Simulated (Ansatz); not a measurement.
# ZrC+ (doublet): wave-function methods side by side, def2-QZVPP

One table from this session's results is given with a row withheld; the runs are named, their logs left out.

The runs use Ansatz 0.2.0, Gaussian basis; def2-QZVPP, core rule «outside noble gas», up to 5 orbitals frozen.

The runs, in order: UHF; ROHF; CCSD(T) on UHF.

2 further runs of the same task are left out: 2 set aside as unsound or not needed.

### What is computed

The geometry is a PBE0/def2-TZVP stationary point (not a proven minimum) of the parent state, kept for this charge and spin. No spin-orbit coupling is included. Elements past krypton take def2 core potentials.

2 atoms, charge 1, spin multiplicity 2.

Atoms are counted from 1 here; the program's logs count them from 0.

Bond lengths: Zr1–C2 1.711 Å.

As a file:

```xyz
2
charge 1, multiplicity 2
Zr    0.00000    0.00000    0.00000
C     0.00000    0.00000    1.71124
```

The first run:

Contents of in.yaml:

```yaml
crystal:
  periodic: [false, false, false]
  atoms:
    - {symbol: Zr, position_ang: [0.000000, 0.000000, 0.000000]}
    - {symbol: C, position_ang: [0.000000, 0.000000, 1.711236]}
basis:
  gaussian: {orbitals: "def2-QZVPP.json"}
total_charge: 1
magnetization: {spin_polarized: true, initial_magnetization: 1}
hamiltonian: {xc: hf}
output: {orbitals: {seedname: orbitals}}
```

On the command line:

```console
$ ansatz run in.yaml --threads 1 --pin off --events-out ev --progress --plain --max-ram 4096MiB --backend cpu
```

Steps of the session up to this table: UHF; ROHF; CCSD(T) on UHF.

One of the session's tables, all rows but one given; the rest of the session is left out.

| method | from UCCSD(T) (meV) |
| --- | --- |
| ROHF | ? |
| UHF | +6651.9 |
| UMP2 | +814.5 |
| UCCSD | +434.7 |
| UCCSD(T) | 0 |

**Question.** Estimate the row for ROHF.

**Answer.** from UCCSD(T) (meV): +6961.7. In the column «from UCCSD(T) (meV)» it is the highest.
